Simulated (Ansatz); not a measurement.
This script for the levels without and with spin-orbit coupling of SnTe, space group F-43m with Ansatz 0.2.0 through its Python package holds a mistake.

`soc.py`:
```python
"""What spin-orbit coupling does to the bands of SnTe."""

from dataclasses import dataclass
import warnings

import ansatz as az
from pymatgen.core import Lattice, Structure
from pymatgen.io.ase import AseAtomsAdaptor


@dataclass(frozen=True)
class RunConfig:
    kmesh: tuple[int, ...] = (4, 4, 4)
    functional: str = "pbesol"
    occupations: str = "fixed"


settings = RunConfig()

warnings.simplefilter("ignore", az.DeckWarning)

pmg_structure = Structure(
    Lattice([(0.0, 3.611146, 3.611146), (3.611146, 0.0, 3.611146), (3.611146, 3.611146, 0.0)]),
    ["Sn", "Te"],
    [
        (0.0, 0.0, 0.0),
        (0.75, 0.75, 0.75),
    ],
)
crystal = az.Crystal.from_ase(AseAtomsAdaptor.get_atoms(pmg_structure))

setup = (
    crystal.calculation()
    .kpoints(mesh=settings.kmesh)
    .functional(settings.functional)
    .occupations(settings.occupations)
    .band_table()
)
for label, variant in (("scalar-relativistic", setup), ("spin-orbit", setup.spin(soc=True))):
    rep = variant.run().report
    zero = rep["band_edges_ev"][0] if rep.get("band_edges_ev") else rep["fermi_energy_ev"]
    near = [round(e - zero, 3) for e in rep["eigenvalues_ev"][0] if abs(e - zero) < 4]
    print(label)
    print("  band edges (eV):", [round(e, 3) for e in rep.get("band_edges_ev") or []] or "none reported")
    print("  levels at k =", rep["kpoints_frac"][0], "within 4 eV of the zero:", near)
```

Running `python soc.py` prints:
```text
scalar-relativistic
  band edges (eV): [4.875, 4.913]
  levels at k = [0.0, 0.0, 0.0] within 4 eV of the zero: [-1.955, -1.955, -1.955, 0.968, 0.968, 0.968, 3.953]
RunWarning: iter 1: σ=0 fill of 30 bands saw a band overlap (occupied 4.8603 eV > unoccupied 4.8187 eV) — on an unconverged iterate often a transient of an unconverged empty band; one that stands at the close is told there (band_overlap_at_count); if the run fails to converge, the spectrum is likely genuinely metallic at σ=0 — use a smearing of finite width or the tetrahedron method (which not every kind of run takes: see the entry of scf.occupations.method in the input reference), with at [...]
RunWarning: the bands overlap at the fill by count (30 filled at each k-point of a channel): the highest filled level, 5.113174 eV at k-index 7, stands 0.2055 eV over the lowest empty one, 4.907641 eV at k-index 6, so that a fill of the lowest levels lies lower and no gap is reported. A metal, or a carrier in a host's bands, wants a smearing of finite width or the tetrahedron method (`scf.occupations.method`). A defect's level that its images broaden is meant whole, and this fill is then the right one; a shifted mesh or single k-points narrow the overlap
spin-orbit
  band edges (eV): none reported
  levels at k = [0.0, 0.0, 0.0] within 4 eV of the zero: [-2.728, -2.728, -1.951, -1.951, -1.951, -1.951, 0.366, 0.366, 0.9, 0.9, 0.9, 0.9, 3.716, 3.716]
```
(Warnings from the package without file and line, shortened.)

No error stopped it. What is wrong with the input all the same?

The fault: fixed occupations, though the bands overlap at this level of theory. The correction:

```diff
--- before
+++ after
@@ -14,3 +14,4 @@
     functional: str = "pbesol"
-    occupations: str = "fixed"
+    occupations: str = "fermi_dirac"
+    smearing_width: float = 0.1
 
@@ -35,3 +36,3 @@
     .functional(settings.functional)
-    .occupations(settings.occupations)
+    .occupations(settings.occupations, width=settings.smearing_width)
     .band_table()
```

The mended script runs so:

Running `python soc.py` prints:
```text
scalar-relativistic
  band edges (eV): none reported
  levels at k = [0.0, 0.0, 0.0] within 4 eV of the zero: [-2.022, -2.022, -2.022, 0.929, 0.929, 0.929, 3.894]
spin-orbit
  band edges (eV): none reported
  levels at k = [0.0, 0.0, 0.0] within 4 eV of the zero: [-2.591, -2.591, -1.81, -1.81, -1.81, -1.81, 0.54, 0.54, 1.074, 1.074, 1.074, 1.074, 3.865, 3.865]
```

Notes:
- The computed bands are complete only to about 3.9 eV above the Fermi level.
- This cell is a computed structure, which may not be the phase found in nature.
- Levels are Kohn-Sham eigenvalues on this mesh.
- With spin-orbit coupling each level holds one electron and, with inversion or at time-reversal points, comes in pairs; a window in energy can cut a split set.
- The whole script took 7.1 s on 1 thread of AMD EPYC 7B13 (Zen 3) (shared host), peak memory 0.68 GiB.

(Lines on the test bed's own set-up are left out of the output.)
